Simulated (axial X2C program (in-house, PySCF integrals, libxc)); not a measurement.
**PbP: EOM-IP-CCSD levels**

Aim: EOM-IP-CCSD levels of PbP, with spin–orbit coupling in the Hamiltonian from the start.

Method: two-component X2C with atomic mean-field terms, Pb dyall-acv3z, P dyall-av3z; program: an in-house X2C program for linear molecules on PySCF integrals.

All values are calculated.

## Step 1: The job

File task.json:

```json
{"zs": [82, 15], "q": 0, "bas": ["dyall-acv3z", "dyall-av3z"], "r0": 2.37, "eom": "ip", "rq": -1, "thr": -2.0, "nmax": 95, "grid": [1, 0.96, 1.045, 0.92, 1.09, 1.15]}
```

Keys: zs atomic numbers; q charge; bas basis sets; r0 starting distance in Å; eom kind of EOM run; thr threshold in hartree for freezing inner shells (an s shell follows its p shell); nmax most natural virtual spinors; grid distances as factors.

The run is started by

```sh
$ python soeom.py task.json out
```

After this run come: EOM-IP-CCSD at 2.333 Å.

Q: Predict the outcome of this session. Wanted: next root led by one particle; T1 of the reference; lowest state, Re and ωe.

**Answer**, as computed:

| quantity | value |
| --- | --- |
| lowest root at 2.333 Å | Ω = 3/2, 2.415 eV |
| next root led by one particle | Ω = 1/2, about 610 cm⁻¹ higher |
| T1 of the reference | 0.025 |
| lowest state, Re and ωe | 2.411 Å, 377 cm⁻¹ |

**Reading.** Removing an electron from the reference determinant of PbP⁻ costs 2.41 eV and empties a spinor of 69% P pπ, 20% Pb pπ. Errors of 0.1 to 0.3 eV are usual at this size, and roots led by higher excitations are left out, so the list is incomplete, and low states of that kind can be missing. T1 or the largest double amplitude of the reference is raised, which lowers the reliability. The bond is 0.073 Å longer than in the closed-shell reference at CCSD (2.339 Å).
